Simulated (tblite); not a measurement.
# C6H15Ga (triethylgallium): the cost of one run

Programs: tblite 0.8.0 and PySCF 2.14.0, with routines of our own; each step states its level. All values are computed. Atoms count from 0.

## (1) The starting structure

22 atoms, charge 0, multiplicity 1; geometry from: start built from the parent or by distance geometry.

## (2) Relaxing the molecule with GFN2-xTB

What the job is given:

```
{"job": {"kind": "relax", "xc": "GFN2-xTB", "basis": "xTB"}, "charge": 0, "multiplicity": 1}
C     -1.319600     2.724200     0.070500
C     -0.774700     1.765400    -0.937300
Ga     0.056300    -0.022300    -0.201800
C     -0.723700    -1.768400    -0.045400
C     -2.140400    -2.204100    -0.311500
C      1.828100     0.104100     0.485400
C      3.069300    -0.558700    -0.055800
H     -0.899600     3.766300    -0.054200
H     -1.177700     2.433000     1.125800
H     -2.439600     2.846500    -0.122700
H     -1.479500     1.635000    -1.772900
H      0.219600     2.139500    -1.250100
H     -0.070900    -2.455900    -0.576000
H     -0.576700    -1.883500     1.072700
H     -2.104000    -3.216000    -0.747600
H     -2.724900    -2.288700     0.648000
H     -2.664000    -1.521500    -1.015000
H      1.635200    -0.366300     1.490100
H      2.078300     1.199200     0.590300
H      2.870300    -1.510600    -0.579800
H      3.677800    -0.853200     0.843100
H      3.639600     0.074800    -0.758200
```

Launch:

```console
OMP_NUM_THREADS=1 python redox_run.py task.json out
```

One launch serves the whole session: the jobs run in the order shown.

**Question.** How long does this first job take on 1 thread of Arm Neoverse V1, shared host?

About 4.4 s.
